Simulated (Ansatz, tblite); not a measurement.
**(H2Ga-mu-NH2)3 (Ga3N3H12): rung by rung**

The task here is to estimate one member of a computed series from the others.

Program: Ansatz 0.2.0, Gaussian basis. Level of theory: as each input shows. These are calculated values, not measurements.

Plan: GFN1-xTB, GFN2-xTB, PBE-D4/def2-TZVP, r2SCAN-D4/def2-TZVP, r2SCAN0-D4/def2-TZVP, HSE06-D4/def2-TZVP, LC-ωPBE/def2-TZVP, PBE-D4/def2-SVP, PBE0-D4/def2-SVP, HF/STO-3G, MP2/def2-TZVP, RPA/def2-TZVP.

3 further runs of the same task are left out: 3 set aside as unsound or not needed.

## The relaxed structure

The geometry is that of the singlet, from an earlier relaxation (PBE0-D4/def2-SVP).

18 atoms, charge 0, spin multiplicity 1.

Bond lengths: Ga1–N4 2.009 Å, Ga1–N6 2.010 Å, Ga1–H7 1.574 Å, Ga1–H8 1.574 Å, Ga2–N4 2.005 Å, Ga2–N5 2.011 Å, Ga2–H9 1.576 Å, Ga2–H10 1.576 Å, Ga3–N5 2.010 Å, Ga3–N6 2.005 Å, Ga3–H11 1.576 Å, Ga3–H12 1.576 Å, N4–H13 1.022 Å, N4–H14 1.022 Å, N5–H15 1.022 Å, N5–H16 1.022 Å, N6–H17 1.022 Å, N6–H18 1.022 Å. Angles: N4–Ga1–N6 98.2°, N4–Ga1–H7 109.4°, N4–Ga1–H8 106.5°, N6–Ga1–H7 106.4°, N6–Ga1–H8 109.4°, H7–Ga1–H8 124.0°, N4–Ga2–N5 99.5°, N4–Ga2–H9 107.8°, N4–Ga2–H10 108.7°, N5–Ga2–H9 105.9°, N5–Ga2–H10 108.5°, H9–Ga2–H10 123.8°, N5–Ga3–N6 99.3°, N5–Ga3–H11 108.6°, N5–Ga3–H12 105.9°, N6–Ga3–H11 108.8°, N6–Ga3–H12 107.9°, H11–Ga3–H12 123.6° and more.

PBE0-D4/def2-TZVP was run before; its log isn't repeated, and its numbers join the tables.

Set-up of the first run:

Tight binding, by tblite at 300 K electronic temperature and without a spin-polarisation term:

```python
tblite.interface.Calculator('GFN1-xTB', numbers, positions, charge=0, uhf=0).singlepoint()
```

Tight binding, by tblite at 300 K electronic temperature and without a spin-polarisation term:

```python
tblite.interface.Calculator('GFN2-xTB', numbers, positions, charge=0, uhf=0).singlepoint()
```

start.molden holds the orbitals of an earlier run on this state, given as this run's starting guess.

File in.yaml:

```yaml
crystal:
  periodic: [false, false, false]
  atoms:
    - {symbol: Ga, position_ang: [1.936941, -0.546863, -0.512899]}
    - {symbol: Ga, position_ang: [-0.378041, 1.874943, -0.021916]}
    - {symbol: Ga, position_ang: [-1.197208, -1.420791, 0.426271]}
    - {symbol: N, position_ang: [0.685995, 0.794117, -1.333159]}
    - {symbol: N, position_ang: [-1.760017, 0.507373, 0.490126]}
    - {symbol: N, position_ang: [0.727384, -1.212490, 0.947625]}
    - {symbol: H, position_ang: [2.136631, -1.751561, -1.506758]}
    - {symbol: H, position_ang: [3.118926, 0.275906, 0.122765]}
    - {symbol: H, position_ang: [0.513281, 2.089420, 1.260234]}
    - {symbol: H, position_ang: [-1.096327, 3.045415, -0.795573]}
    - {symbol: H, position_ang: [-1.951160, -2.203062, 1.568139]}
    - {symbol: H, position_ang: [-1.244191, -1.835259, -1.094015]}
    - {symbol: H, position_ang: [1.236885, 1.440062, -1.901547]}
    - {symbol: H, position_ang: [0.063988, 0.325730, -1.995457]}
    - {symbol: H, position_ang: [-2.580545, 0.618108, -0.108169]}
    - {symbol: H, position_ang: [-2.094252, 0.730201, 1.429345]}
    - {symbol: H, position_ang: [0.809735, -0.608145, 1.767847]}
    - {symbol: H, position_ang: [1.071958, -2.123113, 1.257142]}
basis:
  gaussian: {orbitals: def2-TZVP, initial_orbitals: start.molden}
hamiltonian: {xc: pbe, dispersion: d4}
scf: {omitted_lower_state_checks: [starts]}
output: {forces: true, orbitals: {seedname: orbitals}}
```

On the command line:

```sh
$ ansatz run in.yaml --threads 4 --pin off --events-out ev --progress --plain --max-ram 4787MiB
```

Among the steps run: PBE-D4/def2-TZVP; r2SCAN-D4/def2-TZVP; r2SCAN0-D4/def2-TZVP; HSE06-D4/def2-TZVP; LC-ωPBE/def2-TZVP; PBE-D4/def2-SVP; PBE0-D4/def2-SVP; HF/STO-3G; MP2/def2-TZVP; RPA/def2-TZVP.

One of the session's tables, all rows but one given; the rest of the session is left out.

It belongs to the step «Binding energy». 

| level | binding an atom (eV) |
| --- | --- |
| HF/def2-TZVP | 2.122 |
| PBE-D4/def2-SVP | 3.069 |
| PBE-D4/def2-TZVP | 3.050 |
| r2SCAN-D4/def2-TZVP | 3.045 |
| PBE0-D4/def2-SVP | 3.038 |
| PBE0-D4/def2-TZVP | 3.019 |
| r2SCAN0-D4/def2-TZVP | ? |
| HSE06-D4/def2-TZVP | 3.019 |
| LC-ωPBE/def2-TZVP | 3.037 |
| MP2/def2-TZVP | 2.950 |

**Question.** Estimate the row for r2SCAN0-D4/def2-TZVP.

The run gave: binding an atom (eV): 3.008. In the column «binding an atom (eV)» it lies between MP2/def2-TZVP (2.950) and PBE0-D4/def2-TZVP (3.019).

To keep in mind: Free atoms were run apart at each level; binding is atoms less cluster, divided by the number of atoms, without zero-point or spin-orbit terms.
